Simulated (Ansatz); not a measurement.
# CH6GeOSn: a ladder of functionals and wavefunction methods

Aim: compute CH6GeOSn with functionals from several rungs and with coupled cluster, and see how far each lands from CCSD(T) at the basis-set limit for the atomisation energy.

Computed with Ansatz 0.2.0, Gaussian basis. Level: functionals in def2-TZVPP, the program's frozen cores in correlated methods.

The runs, in order: PBE-D4, r2SCAN-D4, PBE0-D4, B3LYP-D4, ωB97X-V, ωB97M-V, B2PLYP; CCSD(T)/def2-TZVPP; MP2/def2-QZVPP; extrapolation to the limit.

**1. Structure used throughout**

An earlier PBE0-D4 in a triple-zeta def2 set relaxation fixed the geometry. Sn takes the def2 core potential; no spin-orbit term is included.

SMILES `[SnH3][CH]1[O][GeH2]1`, 10 atoms, charge 0, spin multiplicity 1.

Atoms are counted from 1 here; the program's logs count them from 0.

Bond lengths: Sn1–C2 2.148 Å, Sn1–H5 1.708 Å, Sn1–H6 1.710 Å, Sn1–H7 1.708 Å, C2–O3 1.436 Å, C2–Ge4 1.903 Å, C2–H8 1.093 Å, O3–Ge4 1.830 Å, Ge4–H9 1.526 Å, Ge4–H10 1.526 Å. Angles: C2–Sn1–H5 110.3°, C2–Sn1–H6 109.4°, C2–Sn1–H7 108.0°, H5–Sn1–H6 109.7°, H5–Sn1–H7 109.6°, H6–Sn1–H7 109.9°, Sn1–C2–O3 115.9°, Sn1–C2–Ge4 122.1°, Sn1–C2–H8 115.2°, O3–C2–Ge4 64.7°, O3–C2–H8 113.5°, Ge4–C2–H8 115.6°, C2–O3–Ge4 70.1°, C2–Ge4–O3 45.2°, C2–Ge4–H9 121.1°, C2–Ge4–H10 121.6°, O3–Ge4–H9 112.3°, O3–Ge4–H10 111.8° and more.

**2. PBE-D4 (GGA)**

Input file in.yaml:

```yaml
crystal:
  periodic: [false, false, false]
  atoms:
    - {symbol: Sn, position_ang: [-1.361917, 1.007238, 0.193341]}
    - {symbol: C, position_ang: [0.623945, 0.365219, -0.313802]}
    - {symbol: O, position_ang: [0.721840, -0.567530, -1.400760]}
    - {symbol: Ge, position_ang: [1.278190, -1.359656, 0.152237]}
    - {symbol: H, position_ang: [-2.041332, 1.900221, -1.093857]}
    - {symbol: H, position_ang: [-1.303376, 1.977683, 1.599689]}
    - {symbol: H, position_ang: [-2.306573, -0.384678, 0.487866]}
    - {symbol: H, position_ang: [1.373779, 1.159950, -0.351729]}
    - {symbol: H, position_ang: [0.330161, -2.463341, 0.611488]}
    - {symbol: H, position_ang: [2.768283, -1.686405, 0.118527]}
basis:
  gaussian: {orbitals: def2-TZVPP}
hamiltonian: {xc: pbe, dispersion: d4}
output: {forces: true, orbitals: {seedname: orbitals}}
```

Command:

```
$ ansatz run in.yaml --threads 4 --pin off --events-out ev --progress --plain --max-ram 10444MiB
```

After this run come: r2SCAN-D4 (meta-GGA); PBE0-D4 (hybrid); B3LYP-D4 (hybrid); ωB97X-V (range-separated); ωB97M-V (range-separated); B2PLYP (double hybrid); CCSD(T) in def2-TZVPP; MP2 in def2-QZVPP.

Q: Predict the results of all the runs planned. Wanted: atomisation energy, CCSD(T)/CBS; farthest; mean size of error, hybrid; mean size of error, range-separated; gap, smallest and largest; T1 diagnostic; triples share of the correlation energy.

As calculated:

```
                               quantity                                 value
        atomisation energy, CCSD(T)/CBS                         2899.8 kJ/mol
 functionals within 29.0 kJ/mol (1.0 %)            PBE-D4, r2SCAN-D4, ωB97X-V
                               farthest                 B2PLYP (-80.8 kJ/mol)
             mean size of error, hybrid                           56.2 kJ/mol
    mean size of error, range-separated                           23.0 kJ/mol
              gap, smallest and largest  4.07 eV (PBE-D4), 10.27 eV (ωB97X-V)
                          T1 diagnostic                                0.0148
triples share of the correlation energy                                 3.7 %
```

In words: PBE-D4 is off by +5.7 kJ/mol. Double hybrids carry the basis error of their MP2 part in triple zeta, and no dispersion term here, so their miss is partly the set-up's. The reference freezes the cores and leaves out spin-orbit coupling and excitations past (T), and its outer-core shells are covered unevenly, so misses under about 29.0 kJ/mol can't be ranked. All levels share the lack of spin-orbit coupling, which lowers the free heavy atoms and so the true binding. Hartree-Fock recovers 66 % of the binding; the rest is correlation. Orbital gaps span 4.1 to 10.3 eV; exact exchange widens them. Correlated methods include outer-core shells of Ge, Sn, which these sets cover unevenly.
